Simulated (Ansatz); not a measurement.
# PbSb (SbPb-type): bands and what follows from them

Aim: the bands of PbSb (SbPb-type) near the Fermi level, with what follows from them: the Fermi surface and transport coefficients.

Computed with Ansatz 0.2.0 (DFT PBEsol, scalar-relativistic, plane waves, PAW, unless a step's input says otherwise).

1 further run of the same task is left out (set aside as unsound or not needed).

### Step 1. The system as given

It takes space group Fm-3m (No. 225, cubic). The conventional cell has a = 6.322 Å, b = 6.322 Å, c = 6.322 Å, α = 90.00°, β = 90.00°, γ = 90.00°. Around Pb (site symmetry m-3m) lie 6 Sb at 3.16 Å. Around Sb (site symmetry m-3m) lie 6 Pb at 3.16 Å.

Structure file:

```xyz
2
Lattice="0.0000 3.1612 3.1612 3.1612 0.0000 3.1612 3.1612 3.1612 0.0000" Properties=species:S:1:pos:R:3 pbc="T T T"
Pb    0.0000    0.0000    0.0000
Sb    3.1612    3.1612    3.1612
```

The cell is the database one, not relaxed. At PBEsol, an earlier run found -1.43 GPa for this cell of 31.592 Å³/atom (10×10×10 mesh), no gap.

### Step 2. Bands on a fine mesh, Fermi surface

File input.yaml:

```yaml
crystal:
  lattice:
    - [0.0, 3.1612431017, 3.1612431017]
    - [3.1612431017, 0.0, 3.1612431017]
    - [3.1612431017, 3.1612431017, 0.0]
  atoms:
    - { symbol: Pb, position: [0.0, 0.0, 0.0] }
    - { symbol: Sb, position: [0.5, 0.5, 0.5] }
basis:
  ecutwfc: 420
  ecutrho_ratio: 4
kpoints:
  mp_grid: { grid: [10, 10, 10] }
hamiltonian:
  xc: pbesol
scf:
  occupations: { method: gaussian, width: 0.05 }
output:
  forces: true
  stress: true
  eigenvalues: true
  eigenstates:
    nscf_kmesh: { grid: [16, 16, 16] }
    de_dk: true
    e_range: [-2.5, 2.5]
  write_density: true
  write_potential: true
  elf: true
  volumetric_format: npy
```

Run with:

```bash
$ ansatz run input.yaml --threads 4 --pin off --max-ram 9216MiB --backend cpu --events-out ev --progress --plain --runs-dir out
```

Standard output, shortened:

```text
Warning: RAYON_NUM_THREADS=4 ignored (pool sized by the plan → 4); use --threads N
[...]
Pseudopotentials: kind: paw
Pseudopotential: Pb, paw, valence charge 14, recommended cutoff 420 eV (normal), Pb.paw.azcp
Pseudopotential: Sb, paw, valence charge 15, recommended cutoff 420 eV (normal), Sb.paw.azcp
Functional definition: PBEsol
[...]
Crystal: 2 atoms, lattice volume = 63.184 Å³
Basis set: ecut = 420 eV, 1243 PW (Γ), exchange–correlation on 60×60×60 points (8 copies of the dense FFT grid, shifted against one another)
Bands: 19, of which v1, the nominal top of the filled ones, is band 15 counted from 1 (14 counted from 0)
Symmetry: 48 space group operations
Space group: Fm-3m (ITA 225), of the structure as read, at distance tolerance 4.0e-5 Å
k-points: 47 of 1000
[...]
SCF iter   1: F=—  HF=-18162.857495 eV  |F-HF|=—  |Δ(HF+E_count)|=         —  Δρ=2.53e-3  dr2=4.90e-3  ethr=1.77e-3  ⟨swp⟩=6.6  Hψ=4695  notcnv=0
[...]
SCF iter   9: F=-18162.853455 eV  HF=-18162.853455 eV  |F-HF|=3.64e-12  |Δ(HF+E_count)|=  1.46e-11  Δρ=2.78e-8  dr2=3.45e-13  ethr=1.00e-12  ⟨swp⟩=7.2  Hψ=4433  notcnv=0
[...]
NSCF: frozen V_eff on 145 k-points
SCF converged after 9 iterations
Free energy (F): -18162.853455 eV
[...]
E sigma→0 (E₀):  -18162.853068 eV
Entropy (-TS):   -0.000773 eV (-0.387 meV/atom)
Fermi energy:    9.260195 eV
[...]
--- Forces (eV/Å), atoms counted from 1 ---
  atom   1  Pb    -0.00000000    -0.00000000    -0.00000000
  atom   2  Sb     0.00000000    -0.00000000    -0.00000000
[...]
--- Stress (GPa, compression-positive) ---
       -1.434545      -0.000000      -0.000000
        0.000000      -1.434545       0.000000
       -0.000000      -0.000000      -1.434545
  P = ⅓ Tr σ = -1.4345 GPa (-14.345 kbar)
--- Band table (eV; the first three rows and the last of 47) ---
  k-point 0: bands = ["-19.3273", "-19.3273", "-19.3165", "-19.3165", "-19.3165", "-7.3792", "-7.3792", "-7.3592", "-7.3592", "-7.3592", "-2.3366", "5.1999", "8.6478", "8.6478", "8.6478", "13.8382", "13.8382", "13.8382", "15.1421"]
[...]
--- Fermi surface from the table of eigenstates, both spin states counted (twice the sheets' area in a run without spin) ---
  How far the three rows differ hints at the mesh's error and does not bound it.
  reading                E - E_F (eV)   area (Å⁻²)  resistivity times mean free path along x, y, z (Ω·m²), under one mean free path over the surface
  by tetrahedra               -0.0202       39.946  7.6533e-16  7.6533e-16  7.6533e-16
  by the states' slopes  not read: the table lacks a row of a band that the level cuts (widen output.eigenstates.e_range, raise output.eigenstates.top_band)
  on every second point       -0.0890       38.430  7.9551e-16  7.9551e-16  7.9551e-16
```

It took 3.5 s on 4 threads of Intel Xeon Platinum 8259CL at 2.50GHz (Skylake/Cascade Lake), shared host; peak memory 0.46 GiB.

In short: volume 31.592 Å³/atom, pressure -1.43 GPa, a metal on this mesh.

Bands that cross the Fermi level on the 16×16×16 mesh (edges cut at 2.5 eV from it):

```csv
spin,band,lowest (eV),highest (eV)
both,13,-2.47,0.11
both,14,-2.45,0.31
both,15,-2.45,0.86
```

The maps below are laid out on this run's own conventional cell (a, b, c = 6.322, 6.322, 6.322 Å).

Density in a lattice plane of the grid's cell (edges 6.32 and 6.32 Å, at 0.000 of the third edge), which holds Pb and Sb.

Values in e/Å³, 12 rows by 12 columns:
```
 4.25  1.95  0.37  0.16  0.34  1.62  5.29  1.62  0.34  0.16  0.37  1.95
 0.60  0.37  0.14  0.09  0.15  0.34  0.50  0.34  0.15  0.09  0.14  0.37
 0.22  0.16  0.09  0.06  0.09  0.16  0.22  0.16  0.09  0.06  0.09  0.16
 0.50  0.34  0.15  0.09  0.14  0.37  0.60  0.37  0.14  0.09  0.15  0.34
 5.29  1.62  0.34  0.16  0.37  1.95  4.25  1.95  0.37  0.16  0.34  1.62
20.61  5.29  0.50  0.22  0.60  4.25 10.37  4.25  0.60  0.22  0.50  5.29
 5.29  1.62  0.34  0.16  0.37  1.95  4.25  1.95  0.37  0.16  0.34  1.62
 0.50  0.34  0.15  0.09  0.14  0.37  0.60  0.37  0.14  0.09  0.15  0.34
 0.22  0.16  0.09  0.06  0.09  0.16  0.22  0.16  0.09  0.06  0.09  0.16
 0.60  0.37  0.14  0.09  0.15  0.34  0.50  0.34  0.15  0.09  0.14  0.37
 4.25  1.95  0.37  0.16  0.34  1.62  5.29  1.62  0.34  0.16  0.37  1.95
10.37  4.25  0.60  0.22  0.50  5.29 20.61  5.29  0.50  0.22  0.60  4.25
```
Columns run along the first of these edges and rows up along the second, over one cell in 12 and 12 even steps from the bottom left corner. Atoms in the plane (fractional): Pb at (0.00, 0.00), Pb at (0.50, 0.50), Sb at (0.00, 0.50), Sb at (0.50, 0.00).

ELF in the same plane.

Values, 12 rows by 12 columns:
```
0.15 0.34 0.35 0.36 0.47 0.27 0.09 0.28 0.47 0.36 0.35 0.34
0.38 0.35 0.26 0.20 0.46 0.47 0.43 0.47 0.46 0.20 0.26 0.35
0.42 0.36 0.20 0.10 0.20 0.36 0.42 0.36 0.20 0.10 0.20 0.36
0.43 0.47 0.46 0.20 0.26 0.35 0.38 0.35 0.26 0.20 0.46 0.47
0.09 0.27 0.47 0.36 0.35 0.34 0.15 0.34 0.35 0.36 0.47 0.28
0.00 0.09 0.43 0.42 0.38 0.15 0.00 0.15 0.38 0.42 0.43 0.09
0.09 0.28 0.47 0.36 0.35 0.34 0.15 0.34 0.35 0.36 0.47 0.27
0.43 0.47 0.46 0.20 0.26 0.35 0.38 0.35 0.26 0.20 0.46 0.47
0.42 0.36 0.20 0.10 0.20 0.36 0.42 0.36 0.20 0.10 0.20 0.36
0.38 0.35 0.26 0.20 0.46 0.47 0.43 0.47 0.46 0.20 0.26 0.35
0.15 0.34 0.35 0.36 0.47 0.28 0.09 0.27 0.47 0.36 0.35 0.34
0.00 0.15 0.38 0.42 0.43 0.09 0.00 0.09 0.43 0.42 0.38 0.15
```
Columns run along the first of these edges and rows up along the second, over one cell in 12 and 12 even steps from the bottom left corner. Atoms in the plane (fractional): Pb at (0.00, 0.00), Pb at (0.50, 0.50), Sb at (0.00, 0.50), Sb at (0.50, 0.00).

Both are smooth fields of the valence electrons: close to the nuclei they are not physical.

Outside the cores ELF peaks at 0.53 beside Sb, off the lines to its neighbours, 1.3 Å from Sb; 0.53 on the Sb–Pb line, 1.4 Å from Sb.

### Step 3. States of the whole zone by energy, transport at constant relaxation time

Changes to input.yaml since step 2:

```diff
@@ -21,9 +21,2 @@
   eigenvalues: true
-  eigenstates:
-    nscf_kmesh: { grid: [16, 16, 16] }
-    de_dk: true
-    e_range: [-2.5, 2.5]
-  write_density: true
-  write_potential: true
-  elf: true
-  volumetric_format: npy
+  states_by_energy: { minimum_broadening: 0.025 }
```

Run with:

```bash
$ ansatz run input.yaml --threads 4 --pin off --max-ram 9216MiB --backend cpu --events-out ev --progress --plain --runs-dir out
```

Standard output, shortened:

```text
Warning: RAYON_NUM_THREADS=4 ignored (pool sized by the plan → 4); use --threads N
[...]
[... 4 set-up lines as earlier in the session ...]
[...]
Crystal: 2 atoms, lattice volume = 63.184 Å³
Basis set: ecut = 420 eV, 1243 PW (Γ), exchange–correlation on 60×60×60 points (8 copies of the dense FFT grid, shifted against one another)
Bands: 19, of which v1, the nominal top of the filled ones, is band 15 counted from 1 (14 counted from 0)
[... 2 set-up lines as earlier in the session ...]
k-points: 47 of 1000
[...]
SCF iter   1: F=—  HF=-18162.857495 eV  |F-HF|=—  |Δ(HF+E_count)|=         —  Δρ=2.53e-3  dr2=4.90e-3  ethr=1.77e-3  ⟨swp⟩=6.6  Hψ=4695  notcnv=0
[...]
SCF iter   6: F=-18162.853455 eV  HF=-18162.853455 eV  |F-HF|=4.30e-8  |Δ(HF+E_count)|=   3.41e-7  Δρ=9.77e-6  dr2=4.22e-8  ethr=3.45e-10  ⟨swp⟩=7.4  Hψ=4725  notcnv=0
[...]
NSCF: frozen V_eff on 8 k-points
SCF converged after 6 iterations
Free energy (F): -18162.853455 eV
[...]
E sigma→0 (E₀):  -18162.853068 eV
Entropy (-TS):   -0.000773 eV (-0.387 meV/atom)
Fermi energy:    9.260238 eV
[...]
--- Forces (eV/Å), atoms counted from 1 ---
  atom   1  Pb    -0.00000000     0.00000000     0.00000000
  atom   2  Sb     0.00000000    -0.00000000     0.00000000
[...]
--- Stress (GPa, compression-positive) ---
       -1.434584       0.000000      -0.000000
        0.000000      -1.434584       0.000000
        0.000000      -0.000000      -1.434584
  P = ⅓ Tr σ = -1.4346 GPa (-14.346 kbar)
--- Band table (eV; the first three rows and the last of 47) ---
  k-point 0: bands = ["-19.3269", "-19.3269", "-19.3161", "-19.3161", "-19.3161", "-7.3790", "-7.3790", "-7.3590", "-7.3590", "-7.3590", "-2.3365", "5.2000", "8.6479", "8.6479", "8.6479", "13.8382", "13.8382", "13.8382", "15.1421"]
[...]
```

Run time: 2.1 min. Hardware: 4 threads of Intel Xeon Platinum 8259CL at 2.50GHz (Skylake/Cascade Lake), shared host; peak memory 1.2 GiB.

In short: volume 31.592 Å³/atom, pressure -1.43 GPa, metallic.

A script then sums the file of states by energy over Fermi windows, for rigid-band transport at a constant relaxation time τ. Negative carriers are holes, and the chemical potential counts from the run's Fermi level:

```csv
T (K),electrons added (10¹⁹ cm⁻³),chemical potential (eV),σ/τ xx (10²⁰/Ω m s),Seebeck xx (μV/K),Lorenz xx (10⁻⁸ V²/K²)
300,0,0.004,17.6,4,2.43
300,1,0.005,17.6,4,2.43
300,-1,0.004,17.6,4,2.43
300,10,0.009,17.6,4,2.43
300,-10,-0.001,17.6,3,2.43
300,100,0.052,17.2,4,2.43
300,-100,-0.045,18,3,2.43
600,0,0.004,17.5,7,2.41
600,1,0.004,17.5,7,2.41
600,-1,0.003,17.5,7,2.41
600,10,0.009,17.5,7,2.41
600,-10,-0.001,17.6,7,2.41
600,100,0.053,17.1,8,2.41
600,-100,-0.045,17.9,6,2.40
900,0,0.004,17.4,10,2.36
900,1,0.005,17.4,10,2.36
900,-1,0.004,17.4,10,2.36
900,10,0.009,17.4,10,2.36
900,-10,-0.001,17.5,10,2.36
900,100,0.053,17,11,2.35
900,-100,-0.045,17.8,9,2.36
```

### Step 4. Summary of results

| quantity | value |
| --- | --- |
| Fermi-surface area, spins summed | 39.95 Å⁻² |
| resistivity × mean free path, xx and zz | 0.77, 0.77 × 10⁻¹⁵ Ω m² |
| largest S²σ/τ along x | at 900 K with 100 × 10¹⁹ cm⁻³ electrons, S = 11 μV/K |

**Reading.** On the fine mesh the Fermi surface has sheets from 3 bands. Among the cases computed, S²σ/τ along x is largest at 900 K for electron doping of 100 × 10¹⁹ cm⁻³. That is the edge of the range tried, not a located peak. Spin–orbit coupling is left out, though the cell holds Pb; in elements this heavy it can shift levels and gaps by tenths of an eV.
